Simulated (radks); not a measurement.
# Sr³⁺ in [Ar] 3d10 4s1.5 4p5 4f0.5: an all-electron calculation

The task here is to estimate one member of a computed series from the others.

Program: radks (a radial shooting solver on a logarithmic mesh, Libxc functionals) version 1. Level of theory: Dirac Kohn-Sham, PW91, spin-unpolarised, spherical densities, finite nucleus; open shells are shared between the two j in proportion to 2j + 1. These are calculated values, not measurements, unless marked.

### What is computed

| Item | Value |
| --- | --- |
| element | strontium (Z = 38) |
| charge | +3 |
| electrons | 35 |
| configuration | [Ar] 3d10 4s1.5 4p5 4f0.5 |
| nuclear rms radius | 4.224 fm |

The first run:

The run's settings:

```text
Z 38
configuration [Ar] 3d10 4s1.5 4p5 4f0.5 5s0 4d0
relativity Dirac
functional pw91,pw91
spin unpolarised
j_filling average
nucleus finite rms 4.224 fm
c 137.035999084
```

Command:

```
$ python run_ks.py task.json out
```

This one command runs every case of the session in turn.

Among the steps run: Self-consistent calculation.

One table of the session follows, with a row left open; its other results are not shown here.

It belongs to the step «Radial structure». From the orbitals of this run (lengths in bohr):

| level | <r> | outermost maximum (interpolated) | 90 % within | nodes |
| --- | --- | --- | --- | --- |
| 1s1/2 | 0.03916 | 0.0255 | 0.0701 | 0 |
| 2s1/2 | 0.1722 | 0.145 | 0.267 | 1 |
| 2p1/2 | 0.1474 | 0.114 | 0.241 | 0 |
| 2p3/2 | 0.1516 | 0.117 | 0.247 | 0 |
| 3s1/2 | 0.4916 | 0.436 | 0.729 | 2 |
| 3p1/2 | 0.4909 | 0.425 | 0.746 | 1 |
| 3p3/2 | 0.5013 | 0.434 | 0.761 | 1 |
| 3d3/2 | 0.4947 | 0.375 | 0.802 | 0 |
| 3d5/2 | ? | ? | ? | ? |
| 4s1/2 | 1.310 | 1.17 | 1.90 | 3 |
| 4p1/2 | 1.449 | 1.27 | 2.13 | 2 |
| 4p3/2 | 1.475 | 1.30 | 2.17 | 2 |
| 4d3/2 | 1.989 | 1.66 | 3.03 | 1 |
| 4d5/2 | 1.999 | 1.67 | 3.05 | 1 |
| 5s1/2 | 3.083 | 2.87 | 4.39 | 4 |
| 4f5/2 | 4.121 | 3.58 | 6.25 | 0 |
| 4f7/2 | 4.121 | 3.58 | 6.25 | 0 |

Q: Estimate the row for 3d5/2 from the others.

The run gave: <r>: 0.4983; outermost maximum (interpolated): 0.377; 90 % within: 0.807; nodes: 0. In the column «<r>» it lies between 3d3/2 (0.4947) and 3p3/2 (0.5013).
